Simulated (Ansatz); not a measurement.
# CH₆AsGaO: basis-set convergence

An exercise on one series of results from a longer session: the logs are not shown, and one member is left open.

Computed with Ansatz 0.2.0, Gaussian basis. Level: one geometry, several basis sets.

Levels to be run: PBE0-D4/def2-SVP; ωB97M-V/def2-SVP; PBE0-D4/def2-QZVPP; the functionals' def2-TZVPP values are taken from earlier runs.

1 further run of the same task is left out (it didn't finish).

## The geometry

An earlier PBE0-D4 in a triple-zeta def2 set relaxation fixed the geometry.

SMILES `[GaH2][CH2]O[AsH2]`, 10 atoms, charge 0, spin multiplicity 1.

Atoms are counted from 1 here; the program's logs count them from 0.

Bond lengths: Ga1–C2 1.984 Å, Ga1–H5 1.569 Å, Ga1–H6 1.569 Å, C2–O3 1.437 Å, C2–H7 1.095 Å, C2–H8 1.095 Å, O3–As4 1.809 Å, As4–H9 1.535 Å, As4–H10 1.525 Å. Angles: C2–Ga1–H5 118.8°, C2–Ga1–H6 119.0°, H5–Ga1–H6 121.7°, Ga1–C2–O3 90.4°, Ga1–C2–H7 115.9°, Ga1–C2–H8 117.1°, O3–C2–H7 111.5°, O3–C2–H8 111.6°, H7–C2–H8 109.1°, C2–O3–As4 116.3°, O3–As4–H9 97.1°, O3–As4–H10 93.7°, H9–As4–H10 91.3°.

Coordinates:

```csv
atom,x (Å),y (Å),z (Å)
Ga1,0.2790,1.9167,-0.5252
C2,-0.2813,0.0490,-0.8933
O3,0.2601,-0.3726,0.3698
As4,0.1239,-2.1353,0.7531
H5,1.7497,2.3454,-0.8640
H6,-0.6930,2.8612,0.2657
H7,-1.3613,-0.1259,-0.9448
H8,0.2047,-0.4624,-1.7301
H9,-1.2029,-2.0597,1.5212
H10,0.9212,-2.0166,2.0476
```

The first run:

The input, in.yaml:

```yaml
crystal:
  periodic: [false, false, false]
  atoms:
    - {symbol: Ga, position_ang: [0.278994, 1.916731, -0.525220]}
    - {symbol: C, position_ang: [-0.281348, 0.049032, -0.893317]}
    - {symbol: O, position_ang: [0.260111, -0.372562, 0.369764]}
    - {symbol: As, position_ang: [0.123880, -2.135300, 0.753057]}
    - {symbol: H, position_ang: [1.749681, 2.345418, -0.864007]}
    - {symbol: H, position_ang: [-0.693022, 2.861242, 0.265677]}
    - {symbol: H, position_ang: [-1.361270, -0.125856, -0.944752]}
    - {symbol: H, position_ang: [0.204736, -0.462442, -1.730067]}
    - {symbol: H, position_ang: [-1.202922, -2.059715, 1.521248]}
    - {symbol: H, position_ang: [0.921160, -2.016557, 2.047616]}
basis:
  gaussian: {orbitals: def2-SVP}
hamiltonian: {xc: pbe0, dispersion: d4}
output: {orbitals: {seedname: orbitals}}
```

Command:

```
$ ansatz run in.yaml --threads 2 --pin off --events-out ev --progress --plain --max-ram 4352MiB
```

Steps of the session up to this table: PBE0-D4 in def2-SVP; ωB97M-V in def2-SVP; PBE0-D4 in def2-QZVPP.

One of the session's tables, all rows but one given; the rest of the session is left out.

It belongs to the step «Density functionals: the series». 

```
functional       basis  HOMO (eV)  LUMO (eV)
   PBE0-D4    def2-SVP      -7.16      -1.37
   PBE0-D4  def2-TZVPP      -7.23      -1.50
   PBE0-D4  def2-QZVPP          ?          ?
   ωB97M-V    def2-SVP      -9.33       0.43
   ωB97M-V  def2-TZVPP      -9.41       0.28
```

Estimate the missing values for PBE0-D4, def2-QZVPP.

**Answer.** HOMO (eV): -7.26; LUMO (eV): -1.56. In the column «HOMO (eV)» it lies between ωB97M-V, def2-SVP (-9.33) and PBE0-D4, def2-TZVPP (-7.23).
